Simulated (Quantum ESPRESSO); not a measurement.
Crystal: Ta4NiO11.

```
Ta Ni O
1.0
     0.00000    4.86715    4.86715
     4.86715    0.00000    4.86715
     4.86715    4.86715    0.00000
Ta Ni O
4 1 11
Direct
  0.63007 0.10980 0.63007
  0.63007 0.63007 0.63007
  0.10980 0.63007 0.63007
  0.63007 0.63007 0.10980
  0.00000 0.00000 0.00000
  0.25000 0.25000 0.25000
  0.84346 0.46962 0.84346
  0.84346 0.84346 0.84346
  0.46962 0.84346 0.84346
  0.84346 0.84346 0.46962
  0.30023 0.69977 0.69977
  0.69977 0.30023 0.30023
  0.69977 0.69977 0.30023
  0.30023 0.30023 0.69977
  0.30023 0.69977 0.30023
  0.69977 0.30023 0.69977
```

The cell was built by a generator and needn't be a form met in nature.

Base run:

| Item | Value |
| --- | --- |
| Program | Quantum ESPRESSO 7.5 |
| Functional | PBE |
| Potentials or basis | SG15 PBE 1.2 |
| Cutoff | 1197 eV |
| Density cutoff | 4789 eV |
| k mesh | 4 × 4 × 4 |
| Occupations | fermi-dirac, width 0.05 eV |
| Spin | collinear spin, ferromagnetic start |
| Starting moments | [0.0, 0.0, 0.0, 0.0, 1.0, 0.0, 0.0, 0.0, 0.0, 0.0, 0.0, 0.0, 0.0, 0.0, 0.0, 0.0] μB |

Its results: band gap on the k mesh none (metal or under the smearing width); pressure -1.1 GPa; net moment 1.03 μB per cell; site moments Ta -0.00; Ni +1.03; O -0.01, +0.00, -0.00 μB; largest force 0.148 eV/Å.

Problem. The run is repeated on the same cell with these changes: functional from PBE to LDA. What comes out?

Solution. Band gap on the k mesh none (metal or under the smearing width); pressure -11.9 GPa; net moment 1.01 μB per cell; site moments Ta -0.00; Ni +1.01; O -0.02, +0.00 μB; largest force 0.605 eV/Å.

LDA binds more tightly than PBE, so the same cell stands under less pressure.

Caveats: spin-orbit coupling is left out, which moves the levels of the heavy elements; a cell with one magnetic atom can't hold antiferromagnetic order, which such compounds often take; semilocal functionals often make such compounds metallic where correlation or magnetic order opens a gap, which also shifts bond lengths; some levels on the path didn't converge (some runs); the potentials were made for another functional, which shifts forces and pressure (some runs).
